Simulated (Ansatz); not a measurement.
# CH3Cl3Ge: small, medium and large basis sets

Aim: see how fast density functionals converge with the basis set for CH3Cl3Ge.

Program: Ansatz 0.2.0, Gaussian basis. Level of theory: one geometry, several basis sets. These are calculated values, not measurements.

Plan: PBE0-D4/def2-SVP; ωB97M-V/def2-SVP; PBE0-D4/def2-QZVPP; ωB97M-V/def2-QZVPP; the functionals' def2-TZVPP values are taken from earlier runs.

## 1. The relaxed structure

The geometry comes from an earlier relaxation with PBE0-D4 in a triple-zeta def2 set; it is a stationary point, not always the lowest conformer.

8 atoms, charge 0, spin multiplicity 1.

Atoms are counted from 1 here; the program's logs count them from 0.

Bond lengths: C1–Ge2 1.926 Å, C1–H6 1.090 Å, C1–H7 1.090 Å, C1–H8 1.090 Å, Ge2–Cl3 2.135 Å, Ge2–Cl4 2.135 Å, Ge2–Cl5 2.135 Å. Angles: Ge2–C1–H6 109.0°, Ge2–C1–H7 108.9°, Ge2–C1–H8 109.0°, H6–C1–H7 110.0°, H6–C1–H8 110.0°, H7–C1–H8 110.0°, C1–Ge2–Cl3 111.4°, C1–Ge2–Cl4 111.3°, C1–Ge2–Cl5 111.3°, Cl3–Ge2–Cl4 107.5°, Cl3–Ge2–Cl5 107.5°, Cl4–Ge2–Cl5 107.5°.

## 2. PBE0-D4 in def2-SVP

Contents of in.yaml:

```yaml
crystal:
  periodic: [false, false, false]
  atoms:
    - {symbol: C, position_ang: [-0.721670, -0.204536, 0.818488]}
    - {symbol: Ge, position_ang: [0.537254, 0.134136, -0.598816]}
    - {symbol: Cl, position_ang: [2.175548, -1.233704, -0.527280]}
    - {symbol: Cl, position_ang: [-0.380802, -0.061273, -2.516948]}
    - {symbol: Cl, position_ang: [1.341063, 2.108260, -0.468186]}
    - {symbol: H, position_ang: [-1.109015, -1.217626, 0.713603]}
    - {symbol: H, position_ang: [-1.536809, 0.515098, 0.746901]}
    - {symbol: H, position_ang: [-0.213469, -0.097354, 1.776437]}
basis:
  gaussian: {orbitals: def2-SVP}
hamiltonian: {xc: pbe0, dispersion: d4}
output: {orbitals: {seedname: orbitals}}
```

Further steps of the session: ωB97M-V in def2-SVP; PBE0-D4 in def2-QZVPP; ωB97M-V in def2-QZVPP.

Before running them: what should the planned runs give, taken together? Wanted: PBE0-D4: double and triple zeta above quadruple; ωB97M-V: double and triple zeta above quadruple.

The runs gave:

```
                                       quantity           value
PBE0-D4: double and triple zeta above quadruple  23.74, 2.37 eV
ωB97M-V: double and triple zeta above quadruple  23.55, 2.29 eV
```

In words: For PBE0-D4 the step from double to triple zeta gains 21.37 eV and the next only 2.37 eV. These are total energies; as a rule much of such shifts cancels in differences, which this series doesn't test. The LUMO of ωB97M-V is positive and keeps falling with the basis (1.42 to 0.76 eV): an unbound level that the basis holds in place.
